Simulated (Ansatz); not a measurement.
**HfN+ (triplet): from Hartree-Fock to the top rungs, def2-TZVPP**

An exercise on one series of results from a longer session: the logs are not shown, and one member is left open.

Method: def2-TZVPP, core rule «outside noble gas», up to 5 orbitals frozen; program: Ansatz 0.2.0, Gaussian basis.

The runs, in order: UHF; ROHF; CCSD(T) on UHF.

2 further runs of the same task are left out: 2 set aside as unsound or not needed.

**The system**

The geometry is a PBE0/def2-TZVP stationary point (not a proven minimum). No spin-orbit coupling is included. Elements past krypton take def2 core potentials.

2 atoms, charge 1, spin multiplicity 3.

Atoms are counted from 1 here; the program's logs count them from 0.

Bond lengths: Hf1–N2 1.737 Å.

The first run:

in.yaml

```yaml
crystal:
  periodic: [false, false, false]
  atoms:
    - {symbol: Hf, position_ang: [0.000000, 0.000000, 0.000000]}
    - {symbol: N, position_ang: [0.000000, 0.000000, 1.737400]}
basis:
  gaussian: {orbitals: def2-TZVPP}
total_charge: 1
magnetization: {spin_polarized: true, initial_magnetization: 2}
hamiltonian: {xc: hf}
output: {orbitals: {seedname: orbitals}}
```

Started as:

```bash
> ansatz run in.yaml --threads 1 --pin off --events-out ev --progress --plain --max-ram 4096MiB --backend cpu
```

Steps of the session up to this table: UHF; ROHF; CCSD(T) on UHF.

One of the session's tables, all rows but one given; the rest of the session is left out.

```
  method  from UCCSD(T) (meV)
    ROHF                    ?
     UHF              +7067.5
    UMP2               +557.7
   UCCSD               +437.6
UCCSD(T)                    0
```

**Question.** Estimate the row for ROHF.

**Answer.** from UCCSD(T) (meV): +7270.2. In the column «from UCCSD(T) (meV)» it is the highest.
